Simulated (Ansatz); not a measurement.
Input of an Ansatz 0.2.0 run:

Contents of input.yaml:

```yaml
crystal:
  lattice:
    - [3.6068742112, 0.0, 0.0]
    - [-1.8034371056, 3.1236446952, 0.0]
    - [0.0, 0.0, 9.871749]
  atoms:
    - { symbol: Lu, position: [0.6666666667, 0.3333333333, 0.83099] }
    - { symbol: Lu, position: [0.3333333333, 0.6666666667, 0.33099] }
    - { symbol: Br, position: [0.6666666667, 0.3333333333, 0.544011] }
    - { symbol: Br, position: [0.3333333333, 0.6666666667, 0.044011] }
hamiltonian:
  xc: pbe
  pseudopotentials: { kind: paw }
kpoints:
  mp_grid: { grid: [9, 9, 3] }
scf:
  occupations: { method: fermi_dirac, width: 0.05 }
output:
  forces: true
  stress: true
  eigenvalues: true
```

Potentials or basis: Ansatz PAW.

Launch:

```sh
$ ansatz run input.yaml --threads 2 --pin off --max-ram 5120MiB --backend cpu --events-out ev --progress --plain --runs-dir out
```

Problem. What does it give for the pressure?

Solution. 0.1 GPa.

Problem. Estimate the band gap on the k mesh.

Solution. None (metal or under the smearing width).

Stress tensor (GPa, compression positive):
```
-0.05  0.00  0.00
 0.00 -0.05  0.00
 0.00  0.00  0.47
```

The run has no spin-orbit coupling, so splittings on Lu are missing.
